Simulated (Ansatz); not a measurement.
**SiNH₆ radical (built from SMILES N[SiH3].[H]): search for a transition state**

Wanted: the transition state of a hydrogen abstraction (form H1–H4 and break H1–N2). The guess is relaxed with those distances held, a saddle search follows, and vibrations and two downhill relaxations check it.

The runs use Ansatz 0.2.0, Gaussian basis; PBE0-D4, def2-SVP first, then def2-TZVP.

126 further runs of the same task are left out: 126 set aside as unsound or not needed.

### Step 1. Starting geometry

The guess: 8 atoms, charge 0, spin multiplicity 2.

Atoms are counted from 1 here; the program's logs count them from 0.

Bond lengths: N2–Si3 1.707 Å, N2–H5 1.011 Å, Si3–H6 1.470 Å, Si3–H7 1.471 Å, Si3–H8 1.459 Å. Angles: Si3–N2–H5 118.6°, N2–Si3–H6 117.1°, N2–Si3–H7 103.9°, N2–Si3–H8 105.5°, H6–Si3–H7 108.2°, H6–Si3–H8 109.8°, H7–Si3–H8 112.4°.

As a file:

```xyz
8
H6NSi
H     0.1811   -1.2262    1.0441
N     0.6825   -0.1156    0.4785
Si   -0.2276    0.5645   -0.7950
H    -0.2447   -1.9650    1.5214
H     0.9154    0.4671    1.2709
H    -1.5291    1.1529   -0.4467
H     0.6366    1.6363   -1.3129
H    -0.4142   -0.5141   -1.7603
```

Distances that are to change: H1–H4 0.98 Å, H1–N2 1.34 Å.

### Step 2. Relaxing the guess with the reacting distances held

File hold/in.yaml:

```yaml
crystal:
  periodic: [false, false, false]
  atoms:
    - {symbol: H, position_ang: [0.181100, -1.226200, 1.044100]}
    - {symbol: N, position_ang: [0.682500, -0.115600, 0.478500]}
    - {symbol: Si, position_ang: [-0.227600, 0.564500, -0.795000]}
    - {symbol: H, position_ang: [-0.244700, -1.965000, 1.521400]}
    - {symbol: H, position_ang: [0.915400, 0.467100, 1.270900]}
    - {symbol: H, position_ang: [-1.529100, 1.152900, -0.446700]}
    - {symbol: H, position_ang: [0.636600, 1.636300, -1.312900]}
    - {symbol: H, position_ang: [-0.414200, -0.514100, -1.760300]}
basis:
  gaussian: {orbitals: def2-SVP}
magnetization: {spin_polarized: true, initial_magnetization: 1}
hamiltonian: {xc: pbe0, dispersion: d4}
relax: {f_tol: 0.08, max_steps: 120, escape_saddle: false, constraints: [{distance: [0, 3]}, {distance: [0, 1]}]}
```

On the command line:

```bash
> ansatz run in.yaml --threads 2 --pin off --events-out ev --progress --plain --max-ram 4352MiB
```

The runs that follow: Force constants to start from; Saddle search in the small basis; Saddle search in triple zeta; Checking the order of the point; Relaxing after a step of 0.30 Å one way along the mode; Relaxing after a step of 0.30 Å the other way along the mode.

What does the calculation give? Wanted: imaginary mode; barrier from the start side; barrier from the end side; energy of the step; pairs that change; zero-point energy at the saddle.

As calculated:

| quantity | value |
| --- | --- |
| imaginary mode | 1049i cm⁻¹ |
| barrier from the start side | 58.6 kJ/mol |
| barrier from the end side | 23.2 kJ/mol |
| energy of the step | +35.4 kJ/mol |
| pairs that change | H1–H4 formed, H1–N2 broken |
| zero-point energy at the saddle | 1.322 eV |

**Reading.** One imaginary mode, 1049i cm⁻¹, makes this a first-order saddle. It joins the planned start and end. At PBE0-D4/def2-TZVP the electronic barrier is 58.6 kJ/mol, about 24 kT at 298 K, and the step runs 35.4 kJ/mol uphill. With so stiff a mode tunnelling counts: Wigner's rough correction is a factor of 2.1 at 298 K. A step off the saddle overshot and began above it in energy, so the link to its end is likely but not proven.
